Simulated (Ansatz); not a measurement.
# C₂H₈AlNO₂: taking an electron away

Aim: the vertical ionisation energy of C₂H₈AlNO₂, as cation minus neutral at the neutral's geometry, on several levels, and how well −ε(HOMO) stands in for it.

Computed with Ansatz 0.2.0, Gaussian basis. Level: unrestricted cation, the program's frozen cores in correlated methods.

Levels to be run: UKS PBE-D4/def2-TZVPP; UKS r2SCAN-D4/def2-TZVPP; UKS PBE0-D4/def2-TZVPP; UKS B3LYP-D4/def2-TZVPP; UKS wB97X-V/def2-TZVPP; UKS wB97M-V/def2-TZVPP; UKS B2PLYP/def2-TZVPP; UHF-CCSD(T)/def2-TZVPP; UHF-MP2/def2-QZVPP; extrapolation to the limit; then −ε(HOMO) from the neutral's earlier runs with LDA (SPW92), PBE-D4, revPBE-D4, BLYP-D4, r2SCAN-D4, B97M-V, PBE0-D4, B3LYP-D4, r2SCANh-D4, r2SCAN0-D4, HSE06-D4, BHLYP-D4, CAM-B3LYP-D4, LC-ωPBE, ωB97X-V, ωB97M-V.

## 1. The relaxed structure

The geometry comes from an earlier relaxation with PBE0-D4 in a triple-zeta def2 set; it is a stationary point, not always the lowest conformer.

SMILES `C[N](C)[Al]([OH])[OH]`, 14 atoms, charge 0, spin multiplicity 1.

Atoms are counted from 1 here; the program's logs count them from 0.

Bond lengths: C1–N2 1.440 Å, C1–H7 1.093 Å, C1–H8 1.100 Å, C1–H9 1.100 Å, N2–C3 1.444 Å, N2–Al4 1.765 Å, C3–H10 1.092 Å, C3–H11 1.100 Å, C3–H12 1.100 Å, Al4–O5 1.695 Å, Al4–O6 1.693 Å, O5–H13 0.954 Å, O6–H14 0.955 Å. Angles: N2–C1–H7 111.1°, N2–C1–H8 111.8°, N2–C1–H9 111.8°, H7–C1–H8 107.4°, H7–C1–H9 107.4°, H8–C1–H9 107.1°, C1–N2–C3 112.6°, C1–N2–Al4 124.8°, C3–N2–Al4 122.7°, N2–C3–H10 110.7°, N2–C3–H11 111.5°, N2–C3–H12 111.5°, H10–C3–H11 107.9°, H10–C3–H12 107.9°, H11–C3–H12 107.1°, N2–Al4–O5 124.0°, N2–Al4–O6 117.1°, O5–Al4–O6 118.9° and more.

## 2. Cation, UKS PBE-D4/def2-TZVPP

Input file in.yaml:

```yaml
crystal:
  periodic: [false, false, false]
  atoms:
    - {symbol: C, position_ang: [-1.636303, -0.044645, 0.241040]}
    - {symbol: N, position_ang: [-0.268990, -0.161900, -0.194350]}
    - {symbol: C, position_ang: [-0.138405, -0.930823, -1.409463]}
    - {symbol: Al, position_ang: [1.117557, 0.543172, 0.640393]}
    - {symbol: O, position_ang: [1.003375, 1.457425, 2.062589]}
    - {symbol: O, position_ang: [2.644888, 0.276012, -0.040398]}
    - {symbol: H, position_ang: [-1.708175, 0.539464, 1.162532]}
    - {symbol: H, position_ang: [-2.264254, 0.452284, -0.513320]}
    - {symbol: H, position_ang: [-2.087421, -1.028252, 0.439347]}
    - {symbol: H, position_ang: [0.908418, -1.001224, -1.711202]}
    - {symbol: H, position_ang: [-0.522523, -1.953731, -1.283316]}
    - {symbol: H, position_ang: [-0.698476, -0.474023, -2.238614]}
    - {symbol: H, position_ang: [0.195034, 1.671012, 2.521762]}
    - {symbol: H, position_ang: [3.442273, 0.626031, 0.351800]}
basis:
  gaussian: {orbitals: def2-TZVPP}
total_charge: 1
magnetization: {spin_polarized: true, initial_magnetization: 1}
hamiltonian: {xc: pbe, dispersion: d4}
```

On the command line:

```console
ansatz run in.yaml --threads 2 --pin off --events-out ev --progress --plain --max-ram 31744MiB --backend cuda --devices 0, --max-vram 18GiB
```

The runs that follow: Cation, UKS r2SCAN-D4/def2-TZVPP; Cation, UKS PBE0-D4/def2-TZVPP; Cation, UKS B3LYP-D4/def2-TZVPP; Cation, UKS wB97X-V/def2-TZVPP; Cation, UKS wB97M-V/def2-TZVPP; Cation, UKS B2PLYP (frozen core)/def2-TZVPP; Cation, UHF-CCSD(T)/def2-TZVPP; Cation, UHF-MP2/def2-QZVPP.

Q: Predict the results of all the runs planned. Wanted: ionisation energy, CCSD(T)/CBS; nearest functional by difference; nearest −ε(HOMO); −ε(HOMO) of PBE; T1 of the cation.

**Answer**, as computed:

| quantity | value |
| --- | --- |
| ionisation energy, CCSD(T)/CBS | 8.62 eV |
| nearest functional by difference | ωB97M-V (-0.22 eV) |
| nearest −ε(HOMO) | ωB97X-V (+0.03 eV) |
| −ε(HOMO) of PBE | 4.97 eV |
| T1 of the cation | 0.017 |

What this shows: By cation minus neutral, the functionals miss by 0.48 eV at most. The PBE orbital energy is 3.7 eV too small: a semilocal HOMO is no ionisation energy. Among orbital estimates ωB97X-V comes nearest. Hartree-Fock falls 1.44 eV short, as the neutral has more correlation energy than the cation. The cation may have settled in a state other than its lowest; no search over hole states beyond the program's own was made.
